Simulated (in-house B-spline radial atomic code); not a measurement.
# La⁴⁺: excited configurations in jj coupling

How much energy does it take to promote electrons of La⁴⁺ to other shells? Each configuration is solved by itself and compared with the reference.

Program: in-house B-spline radial atomic code version 1. Level of theory: Dirac-Hartree-Fock, average of configuration, Fermi nucleus, basis-set limit. These are calculated values, not measurements, unless marked.

### Step 1. Starting point

* element: lanthanum (Z = 57)
* charge: +4
* electrons: 53
* configuration: 1s2 2s2 2p6 3s2 3p6 3d10 4s2 4p6 4d10 5s2 5p-2 5p+3
* Hamiltonian: Dirac-Coulomb
* nucleus: Fermi, rms radius 4.855 fm

In configurations, a minus sign after the shell means j = l − 1/2 and a plus sign j = l + 1/2; the count of electrons follows.

Settings of the run:

```ini
Z = 57
electrons = 53.0
configuration = 1s2 2s2 2p6 3s2 3p6 3d10 4s2 4p6 4d10 5s2 5p-2 5p+3
hamiltonian = dirac
method = hf
spin_polarised = False
nucleus = fermi
rms_radius = 4.855
mass_number = 139
atomic_mass = 138.906362927
speed_of_light = 137.035999084
```

The reference is known from an earlier run: -8490.642573 hartree in all. Up to eight levels, counted from the top:

```
orbital  occupation  energy (eV)  <r> (bohr)
  4s1/2           2      -340.06      0.6533
  4p1/2           2      -278.93      0.6743
  4p3/2           4      -261.00      0.7004
  4d3/2           4      -158.63      0.7609
  4d5/2           6      -155.44      0.7698
  5s1/2           2      -83.602       1.533
  5p1/2           2      -64.664       1.678
  5p3/2           3      -61.925       1.737
```

### Step 2. 1s2 2s2 2p6 3s2 3p6 3d-4 3d+5 4s2 4p6 4d10 5s2 5p-2 5p+3 8f-1

Settings of the run:

```ini
Z = 57
electrons = 53.0
configuration = 1s2 2s2 2p6 3s2 3p6 3d-4 3d+5 4s2 4p6 4d10 5s2 5p-2 5p+3 8f-1
hamiltonian = dirac
method = hf
spin_polarised = False
nucleus = fermi
rms_radius = 4.855
mass_number = 139
atomic_mass = 138.906362927
speed_of_light = 137.035999084
```

### Step 3. Run with 1s2 2s2 2p6 3s2 3p6 3d10 4s2 4p6 4d-3 4d+6 5s2 5p-1 5p+4 8f-1

Changes to the settings of step 2:

```diff
@@ -2,3 +2,3 @@
 electrons = 53.0
-configuration = 1s2 2s2 2p6 3s2 3p6 3d-4 3d+5 4s2 4p6 4d10 5s2 5p-2 5p+3 8f-1
+configuration = 1s2 2s2 2p6 3s2 3p6 3d10 4s2 4p6 4d-3 4d+6 5s2 5p-1 5p+4 8f-1
 hamiltonian = dirac
```

### Step 4. Run with 1s2 2s2 2p6 3s2 3p6 3d10 4s2 4p6 4d-3 4d+6 4f+1 5s2 5p-2 5p+3

Changes to the settings of step 3:

```diff
@@ -2,3 +2,3 @@
 electrons = 53.0
-configuration = 1s2 2s2 2p6 3s2 3p6 3d10 4s2 4p6 4d-3 4d+6 5s2 5p-1 5p+4 8f-1
+configuration = 1s2 2s2 2p6 3s2 3p6 3d10 4s2 4p6 4d-3 4d+6 4f+1 5s2 5p-2 5p+3
 hamiltonian = dirac
```

### Step 5. 1s2 2s2 2p6 3s2 3p6 3d10 4s2 4p6 4d10 5s1 5p-2 5p+3 8p-1

Changes to the settings of step 4:

```diff
@@ -2,3 +2,3 @@
 electrons = 53.0
-configuration = 1s2 2s2 2p6 3s2 3p6 3d10 4s2 4p6 4d-3 4d+6 4f+1 5s2 5p-2 5p+3
+configuration = 1s2 2s2 2p6 3s2 3p6 3d10 4s2 4p6 4d10 5s1 5p-2 5p+3 8p-1
 hamiltonian = dirac
```

### Step 6. Run with 1s2 2s2 2p6 3s2 3p6 3d10 4s2 4p6 4d-3 4d+6 5s2 5p-2 5p+3 8g+1

Changes to the settings of step 5:

```diff
@@ -2,3 +2,3 @@
 electrons = 53.0
-configuration = 1s2 2s2 2p6 3s2 3p6 3d10 4s2 4p6 4d10 5s1 5p-2 5p+3 8p-1
+configuration = 1s2 2s2 2p6 3s2 3p6 3d10 4s2 4p6 4d-3 4d+6 5s2 5p-2 5p+3 8g+1
 hamiltonian = dirac
```

### Step 7. Configuration 1s2 2s2 2p6 3s2 3p6 3d10 4s2 4p-2 4p+3 4d10 5s2 5p-2 5p+3 9d-1

Changes to the settings of step 6:

```diff
@@ -2,3 +2,3 @@
 electrons = 53.0
-configuration = 1s2 2s2 2p6 3s2 3p6 3d10 4s2 4p6 4d-3 4d+6 5s2 5p-2 5p+3 8g+1
+configuration = 1s2 2s2 2p6 3s2 3p6 3d10 4s2 4p-2 4p+3 4d10 5s2 5p-2 5p+3 9d-1
 hamiltonian = dirac
```

Before running: How far above the reference does each configuration lie (order and size, in eV)?

The runs gave:

| net move | configuration | energy above the reference (eV) | with Breit, QED, recoil (eV) | largest <r> (bohr) |
| --- | --- | --- | --- | --- |
| 5s → 8p1/2 | 1s2 2s2 2p6 3s2 3p6 3d10 4s2 4p6 4d10 5s1 5p-2 5p+3 8p-1 | 71.882 | 71.799 | 9.06 |
| 4d3/2 → 4f7/2 | 1s2 2s2 2p6 3s2 3p6 3d10 4s2 4p6 4d-3 4d+6 4f+1 5s2 5p-2 5p+3 | 105.13 | 104.98 | 1.73 |
| 4d3/2 → 8g9/2 | 1s2 2s2 2p6 3s2 3p6 3d10 4s2 4p6 4d-3 4d+6 5s2 5p-2 5p+3 8g+1 | 149.34 | 149.33 | 16.9 |
| 4d3/2, 5p1/2 → 5p3/2, 8f5/2 | 1s2 2s2 2p6 3s2 3p6 3d10 4s2 4p6 4d-3 4d+6 5s2 5p-1 5p+4 8f-1 | 150.94 | 150.89 | 13.9 |
| 4p3/2 → 9d3/2 | 1s2 2s2 2p6 3s2 3p6 3d10 4s2 4p-2 4p+3 4d10 5s2 5p-2 5p+3 9d-1 | 249.38 | 249.17 | 14.7 |
| 3d5/2 → 8f5/2 | 1s2 2s2 2p6 3s2 3p6 3d-4 3d+5 4s2 4p6 4d10 5s2 5p-2 5p+3 8f-1 | 880.29 | 879.94 | 13.8 |

**Reading.** The energies run from 71.882 eV (5s → 8p1/2) to 880.29 eV (3d5/2 → 8f5/2). Koopmans' estimate of the ionisation threshold is 61.925 eV; 6 configurations exceed it by over 2 % and could autoionise. Two partly filled shells share a symmetry and can mix in the average, which may lower the energy, for: 4p3/2 → 9d3/2. These are averages over configurations, without correlation, not spectroscopic levels.
